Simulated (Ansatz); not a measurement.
# CH6AlNSSi: the cost of one run

Method: RKS PBE/def2-SVP, in Ansatz 0.2.0.

**1. The structure to begin with**

Bond lengths: C1–Si2 1.832 Å, Si2–N3 1.757 Å, Si2–Al4 2.327 Å, Si2–S5 2.135 Å, Al4–S5 2.297 Å, C1–H6 1.157 Å, C1–H7 1.069 Å, C1–H8 1.123 Å, N3–H9 1.086 Å, N3–H10 1.076 Å, Al4–H11 1.641 Å. Angles (14 of 19 angles, heavy atoms first): C1–Si2–N3 115.1°, C1–Si2–Al4 124.5°, C1–Si2–S5 115.3°, N3–Si2–Al4 116.1°, N3–Si2–S5 111.7°, Al4–Si2–S5 61.8°, Si2–Al4–S5 55.0°, Si2–S5–Al4 63.2°, Si2–C1–H6 109.7°, Si2–C1–H7 112.9°, Si2–C1–H8 108.0°, Si2–N3–H9 109.3°, Si2–N3–H10 108.4°, Si2–Al4–H11 131.0°.

Coordinates:

```xyz
11

C    -1.0815    0.2361    1.0082
Si    0.2437    0.0743   -0.2468
N     1.8770    0.3028    0.3601
Al    0.0469   -1.1364   -2.2248
S    -0.0832    1.1515   -2.0606
H    -1.0525    1.2959    1.4707
H    -1.0183   -0.5046    1.7766
H    -2.0699    0.2074    0.4752
H     1.9324    1.2458    0.8955
H     2.0559   -0.4213    1.1363
H    -0.7851   -2.5086   -2.5698
```

**2. Relaxing end A**

input.yaml

```yaml
crystal:
  periodic: [false, false, false]
  atoms:
    - { symbol: C, position_ang: [-1.0815, 0.2361, 1.0082] }
    - { symbol: Si, position_ang: [0.2437, 0.0743, -0.2468] }
    - { symbol: "N", position_ang: [1.877, 0.3028, 0.3601] }
    - { symbol: Al, position_ang: [0.0469, -1.1364, -2.2248] }
    - { symbol: S, position_ang: [-0.0832, 1.1515, -2.0606] }
    - { symbol: H, position_ang: [-1.0525, 1.2959, 1.4707] }
    - { symbol: H, position_ang: [-1.0183, -0.5046, 1.7766] }
    - { symbol: H, position_ang: [-2.0699, 0.2074, 0.4752] }
    - { symbol: H, position_ang: [1.9324, 1.2458, 0.8955] }
    - { symbol: H, position_ang: [2.0559, -0.4213, 1.1363] }
    - { symbol: H, position_ang: [-0.7851, -2.5086, -2.5698] }
basis:
  gaussian: { orbitals: def2-SVP }
hamiltonian:
  xc: pbe
relax:
  f_tol: 0.015
  max_steps: 40
```

The run is started by

```sh
ansatz run input.yaml --threads 2 --pin off --max-ram 3072MiB --backend cpu --events-out ev --progress --plain --runs-dir out
```

Q: Estimate wall time and peak memory on 2 threads of Intel Xeon Platinum 8259CL at 2.50GHz (Skylake/Cascade Lake), shared host.

About 38 s, with a peak of 0.2 GiB.
